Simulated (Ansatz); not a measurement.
# Cl3GeH3Si: a ladder of functionals and wavefunction methods

The task here is to estimate one member of a computed series from the others.

The runs use Ansatz 0.2.0, Gaussian basis; functionals in def2-TZVPP, the program's frozen cores in correlated methods.

Levels to be run: LDA (SPW92), PBE-D4, revPBE-D4, BLYP-D4, r2SCAN-D4, B97M-V, PBE0-D4, B3LYP-D4, r2SCANh-D4, r2SCAN0-D4, HSE06-D4, BHLYP-D4, CAM-B3LYP-D4, LC-ωPBE, ωB97X-V, ωB97M-V, B2PLYP, PBE-QIDH; CCSD(T)/def2-SVP; CCSD(T)/def2-TZVPP; MP2/def2-QZVPP; extrapolation to the limit; RPA on PBE.

### The geometry

The geometry comes from an earlier relaxation with PBE0-D4 in a triple-zeta def2 set; it is a stationary point, not always the lowest conformer.

8 atoms, charge 0, spin multiplicity 1.

Atoms are counted from 1 here; the program's logs count them from 0.

Bond lengths: Cl1–Si2 2.043 Å, Si2–Cl3 2.043 Å, Si2–Cl4 2.043 Å, Si2–Ge5 2.371 Å, Ge5–H6 1.534 Å, Ge5–H7 1.534 Å, Ge5–H8 1.534 Å. Angles: Cl1–Si2–Cl3 108.2°, Cl1–Si2–Cl4 108.2°, Cl1–Si2–Ge5 110.8°, Cl3–Si2–Cl4 108.2°, Cl3–Si2–Ge5 110.7°, Cl4–Si2–Ge5 110.8°, Si2–Ge5–H6 108.8°, Si2–Ge5–H7 108.7°, Si2–Ge5–H8 108.8°, H6–Ge5–H7 110.2°, H6–Ge5–H8 110.2°, H7–Ge5–H8 110.2°.

The first run:

File in.yaml:

```yaml
crystal:
  periodic: [false, false, false]
  atoms:
    - {symbol: Cl, position_ang: [-1.199353, -2.142695, 0.966586]}
    - {symbol: Si, position_ang: [0.265250, -1.076220, 0.022528]}
    - {symbol: Cl, position_ang: [2.018977, -1.375811, 1.026765]}
    - {symbol: Cl, position_ang: [0.478315, -1.822044, -1.867469]}
    - {symbol: Ge, position_ang: [-0.282471, 1.230172, -0.041093]}
    - {symbol: H, position_ang: [-0.430263, 1.741718, 1.397268]}
    - {symbol: H, position_ang: [0.844293, 1.984634, -0.757760]}
    - {symbol: H, position_ang: [-1.602648, 1.403048, -0.802427]}
basis:
  gaussian: {orbitals: def2-TZVPP}
hamiltonian: {xc: lda}
output: {orbitals: {seedname: orbitals}}
```

The run is started by

```sh
ansatz run in.yaml --threads 4 --pin off --events-out ev --progress --plain --max-ram 10444MiB
```

Among the steps run: LDA; PBE-D4 (GGA); revPBE-D4 (GGA); BLYP-D4 (GGA); r2SCAN-D4 (meta-GGA); B97M-V (meta-GGA); B3LYP-D4 (hybrid); r2SCANh-D4 (hybrid); r2SCAN0-D4 (hybrid); HSE06-D4 (hybrid); BHLYP-D4 (hybrid); CAM-B3LYP-D4 (range-separated); LC-ωPBE (range-separated); ωB97X-V (range-separated); ωB97M-V (range-separated); B2PLYP (double hybrid); PBE-QIDH (double hybrid).

One table of the session follows, with a row left open; its other results are not shown here.

It belongs to the step «Orbital energies across the functionals». 

| functional | HOMO (eV) | gap (eV) |
| --- | --- | --- |
| LDA (SPW92) | -7.44 | 5.87 |
| PBE-D4 | -7.32 | 6.01 |
| revPBE-D4 | -7.26 | 6.07 |
| BLYP-D4 | -7.18 | 5.95 |
| r2SCAN-D4 | -7.63 | 6.68 |
| B97M-V | -7.72 | 6.78 |
| PBE0-D4 | -8.49 | 8.14 |
| B3LYP-D4 | -8.28 | 7.65 |
| r2SCANh-D4 | -8.05 | 7.42 |
| r2SCAN0-D4 | ? | ? |
| HSE06-D4 | -8.10 | 7.37 |
| BHLYP-D4 | -9.55 | 10.22 |
| CAM-B3LYP-D4 | -9.75 | 10.45 |
| LC-ωPBE | -11.04 | 12.94 |
| ωB97X-V | -10.72 | 12.52 |
| ωB97M-V | -10.49 | 12.04 |

Q: Estimate the row for r2SCAN0-D4 from the others.

Worked estimate for «HOMO (eV)». Against the share of exact exchange, r2SCAN-D4 (0, -7.63), r2SCANh-D4 (0.1, -8.05) give a slope of -4.20 per unit share; at 0.25 the line stands at -8.68.

As computed: HOMO (eV): -8.68; gap (eV): 8.51. In «HOMO (eV)» the line misses by 0.00.
